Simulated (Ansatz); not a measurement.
# LiSi16: the cost of one run

Program: Ansatz 0.2.0. Level of theory: DFT PBE+D3(BJ), plane waves, PAW, scalar-relativistic, collinear spin. These are calculated values, not measurements.

## Step 1: The starting structure

The cell holds 17 atoms (LiSi16): a = 7.679 Å, b = 7.679 Å, c = 7.679 Å, α = 60.00°, β = 60.00°, γ = 60.00°.

Coordinates:

```cif
data_structure
_symmetry_space_group_name_H-M 'P 1'
_symmetry_Int_Tables_number 1
_cell_length_a 7.6792
_cell_length_b 7.6792
_cell_length_c 7.6792
_cell_angle_alpha 60.000
_cell_angle_beta 60.000
_cell_angle_gamma 60.000
_cell_volume 320.21
loop_
_atom_site_label
_atom_site_type_symbol
_atom_site_fract_x
_atom_site_fract_y
_atom_site_fract_z
_atom_site_occupancy
Si1 Si 0.00000 0.00000 0.00000 1
Si2 Si 0.12500 0.12500 0.12500 1
Si3 Si 0.00000 0.00000 0.50000 1
Si4 Si 0.12500 0.12500 0.62500 1
Si5 Si 0.00000 0.50000 0.00000 1
Si6 Si 0.12500 0.62500 0.12500 1
Si7 Si 0.00000 0.50000 0.50000 1
Si8 Si 0.12500 0.62500 0.62500 1
Si9 Si 0.50000 0.00000 0.00000 1
Si10 Si 0.62500 0.12500 0.12500 1
Si11 Si 0.50000 0.00000 0.50000 1
Si12 Si 0.62500 0.12500 0.62500 1
Si13 Si 0.50000 0.50000 0.00000 1
Si14 Si 0.62500 0.62500 0.12500 1
Si15 Si 0.50000 0.50000 0.50000 1
Si16 Si 0.62500 0.62500 0.62500 1
Li1 Li 0.56477 0.81410 0.81192 1
```

## Step 2: Relaxing the start

Contents of input.yaml:

```yaml
accuracy: low
crystal:
  lattice:
    - [0.0, 5.43, 5.43]
    - [5.43, 0.0, 5.43]
    - [5.43, 5.43, 0.0]
  atoms:
    - { symbol: Si, position: [0.0, 0.0, 0.0] }
    - { symbol: Si, position: [0.125, 0.125, 0.125] }
    - { symbol: Si, position: [0.0, 0.0, 0.5] }
    - { symbol: Si, position: [0.125, 0.125, 0.625] }
    - { symbol: Si, position: [0.0, 0.5, 0.0] }
    - { symbol: Si, position: [0.125, 0.625, 0.125] }
    - { symbol: Si, position: [0.0, 0.5, 0.5] }
    - { symbol: Si, position: [0.125, 0.625, 0.625] }
    - { symbol: Si, position: [0.5, 0.0, 0.0] }
    - { symbol: Si, position: [0.625, 0.125, 0.125] }
    - { symbol: Si, position: [0.5, 0.0, 0.5] }
    - { symbol: Si, position: [0.625, 0.125, 0.625] }
    - { symbol: Si, position: [0.5, 0.5, 0.0] }
    - { symbol: Si, position: [0.625, 0.625, 0.125] }
    - { symbol: Si, position: [0.5, 0.5, 0.5] }
    - { symbol: Si, position: [0.625, 0.625, 0.625] }
    - { symbol: Li, position: [0.564774, 0.8141003, 0.8119249], spin: 1.0 }
magnetization:
  spin_polarized: true
basis:
  ecutwfc: 420.0
kpoints:
  mp_grid: { grid: [2, 2, 2] }
hamiltonian:
  xc: pbe
  dispersion: d3bj
  pseudopotentials: { kind: paw, azcp: { folder: soft_1 } }
scf:
  occupations: { method: fermi_dirac, width: 0.02 }
  lower_state_search: "off"
relax:
  f_tol: 0.08
  max_steps: 25
  adjacent_minimum: "off"
```

Run with:

```
> ansatz run input.yaml --threads 1 --pin off --max-ram 3072MiB --backend cpu --events-out ev --progress --plain --runs-dir out
```

**Question.** How long does this run take on 1 thread of Intel Xeon Platinum 8488C (Sapphire Rapids), shared host, and how much memory does it need?

About 1.8 min, with a peak of 0.73 GiB.
